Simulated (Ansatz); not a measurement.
**CH5GaO (SMILES C[O][GaH2]) at B3LYP/cc-pVDZ**

What is the vertical ionisation energy of CH5GaO at B3LYP/cc-pVDZ? 

The calculation is run with Ansatz 0.2.0.

56 further runs of the same task are left out: 56 set aside as unsound or not needed.

**1. The system as given**

CH5GaO has 8 atoms, charge 0, and is taken as a singlet. As SMILES, `C[O][GaH2]`. Geometry: relaxed at PBE0-D4/def2-TZVP.

Bond lengths: C1–O2 1.402 Å, O2–Ga3 1.782 Å, C1–H4 1.096 Å, C1–H5 1.099 Å, C1–H6 1.096 Å, Ga3–H7 1.565 Å, Ga3–H8 1.555 Å. Angles: C1–O2–Ga3 123.8°, O2–C1–H4 110.0°, O2–C1–H5 113.2°, O2–C1–H6 110.0°, O2–Ga3–H7 115.8°, O2–Ga3–H8 113.9°, H4–C1–H5 107.8°, H4–C1–H6 107.8°, H5–C1–H6 107.8°, H7–Ga3–H8 130.3°.

**2. The energy at B3LYP/cc-pVDZ**

job.yaml reads:

```yaml
crystal:
  periodic: [false, false, false]
  atoms:
    - {symbol: C, position_ang: [-0.616800, 0.972600, -0.422900]}
    - {symbol: O, position_ang: [-0.705300, -0.273500, 0.213500]}
    - {symbol: Ga, position_ang: [0.703200, -1.302000, 0.579300]}
    - {symbol: H, position_ang: [-1.200200, 0.962000, -1.350600]}
    - {symbol: H, position_ang: [0.414200, 1.256200, -0.676600]}
    - {symbol: H, position_ang: [-1.030600, 1.754200, 0.224300]}
    - {symbol: H, position_ang: [2.093900, -0.732800, 0.142900]}
    - {symbol: H, position_ang: [0.341700, -2.636700, 1.290100]}
basis:
  gaussian:
    orbitals: cc-pVDZ
hamiltonian:
  xc: {name: B3LYP}
accuracy: high
output: {orbitals: {seedname: orbitals}}
```

On the command line:

```bash
$ ansatz run job.yaml --threads 1 --pin off --max-ram 3480MiB --events-out events.jsonl --progress --plain --runs-dir runs
```

What it wrote:

```text
Warning: RAYON_NUM_THREADS=1 ignored (pool sized by the plan → 1); use --threads N
Functional definition: B3LYP
  name "B3LYP"
  parameter a0 = 0.2
  parameter ax = 0.72
  parameter ac = 0.81
  exchange = (1 - a0 - ax)*slater_x + ax*b88_x + a0*exact_x
  correlation = (1 - ac)*vwn_rpa_c + ac*lyp_c
1865 factors; integrals over basis functions are off by at most 4.4e-9 eV
mean field evaluation 1: about -55538.3259 eV, gradient 5.1e1 eV
mean field evaluation 2: about -55502.2980 eV, gradient 1.3e2 eV
mean field evaluation 4: about -55543.8500 eV, gradient 7.7e0 eV
mean field evaluation 8: about -55544.0859 eV, gradient 1.8e-1 eV
mean field evaluation 16: about -55544.0860 eV, gradient 5.4e-6 eV
mean field -55544.08595164 eV, -2041.2075095892 hartree, gradient 3.5e-8 eV, S^2 0.000000; 0 other end points of the search recorded, 0 dependent functions left out
reference -55544.08599203 eV, -2041.2075110734 hartree; 25, 25 occupied and 55, 55 virtual orbitals, 1865 factors
Total energy: -55544.08599203 eV, -2041.2075110734 hartree
```

Wall time 8.4 s (1 thread of Arm Neoverse V1, shared host); peak memory 0.27 GiB.

**3. The doublet cation, same level**

molecule.yaml reads:

```yaml
crystal:
  periodic: [false, false, false]
  atoms:
    - {symbol: C, position_ang: [-0.616800, 0.972600, -0.422900]}
    - {symbol: O, position_ang: [-0.705300, -0.273500, 0.213500]}
    - {symbol: Ga, position_ang: [0.703200, -1.302000, 0.579300]}
    - {symbol: H, position_ang: [-1.200200, 0.962000, -1.350600]}
    - {symbol: H, position_ang: [0.414200, 1.256200, -0.676600]}
    - {symbol: H, position_ang: [-1.030600, 1.754200, 0.224300]}
    - {symbol: H, position_ang: [2.093900, -0.732800, 0.142900]}
    - {symbol: H, position_ang: [0.341700, -2.636700, 1.290100]}
basis:
  gaussian: {orbitals: cc-pVDZ}
total_charge: 1
magnetization: {spin_polarized: true, initial_magnetization: 1}
hamiltonian: {xc: {name: B3LYP}}
accuracy: high
output: {orbitals: {seedname: orbitals}}
```

On the command line:

```bash
$ ansatz run molecule.yaml --threads 1 --pin off --max-ram 3480MiB --events-out events.jsonl --progress --plain --runs-dir runs
```

What it wrote:

```text
Warning: RAYON_NUM_THREADS=1 ignored (pool sized by the plan → 1); use --threads N
Functional definition: B3LYP
  name "B3LYP"
  parameter a0 = 0.2
  parameter ax = 0.72
  parameter ac = 0.81
  exchange = (1 - a0 - ax)*slater_x + ax*b88_x + a0*exact_x
  correlation = (1 - ac)*vwn_rpa_c + ac*lyp_c
1862 factors; integrals over basis functions are off by at most 4.5e-9 eV
mean field evaluation 1: about -55514.9897 eV, gradient 6.3e1 eV
mean field evaluation 2: about -55327.2396 eV, gradient 1.5e2 eV
mean field evaluation 4: about -55528.6537 eV, gradient 3.4e1 eV
mean field evaluation 8: about -55533.9070 eV, gradient 4.4e-1 eV
mean field evaluation 16: about -55534.0147 eV, gradient 3.0e-3 eV
mean field evaluation 32: about -55534.0345 eV, gradient 6.5e-6 eV
mean field evaluation 64: about -55533.6749 eV, gradient 3.3e0 eV
mean field -55534.03451018 eV, -2040.8381259287 hartree, gradient 2.8e-8 eV, S^2 0.755984; 5 other end points of the search recorded, 0 dependent functions left out
reference -55534.03455049 eV, -2040.8381274100 hartree; 25, 24 occupied and 55, 56 virtual orbitals, 1862 factors
Total energy: -55534.03455049 eV, -2040.8381274100 hartree
```

Wall time 41 s (1 thread of Arm Neoverse V1, shared host); peak memory 0.4 GiB.

**4. Summary of results**

Level: B3LYP/cc-pVDZ.

| quantity | value |
| --- | --- |
| singlet CH5GaO: total energy | -2041.20751 Eh |
| singlet CH5GaO: HOMO energy | -7.46 eV |
| singlet CH5GaO: LUMO energy | -1.38 eV |
| singlet CH5GaO: HOMO–LUMO gap | 6.08 eV |
| doublet cation: total energy | -2040.83813 Eh |
| doublet cation: HOMO energy (highest over α and β) | -14.03 eV |
| doublet cation: LUMO energy (lowest over α and β) | -12.64 eV |
| doublet cation: ⟨S²⟩ | 0.756 |
| vertical ionisation energy (to the doublet cation) | 10.051 eV |

What this shows: The vertical ionisation energy comes to 10.05 eV (232 kcal/mol). The negative HOMO energy of the first species, 7.46 eV, lies 2.59 eV below that difference.
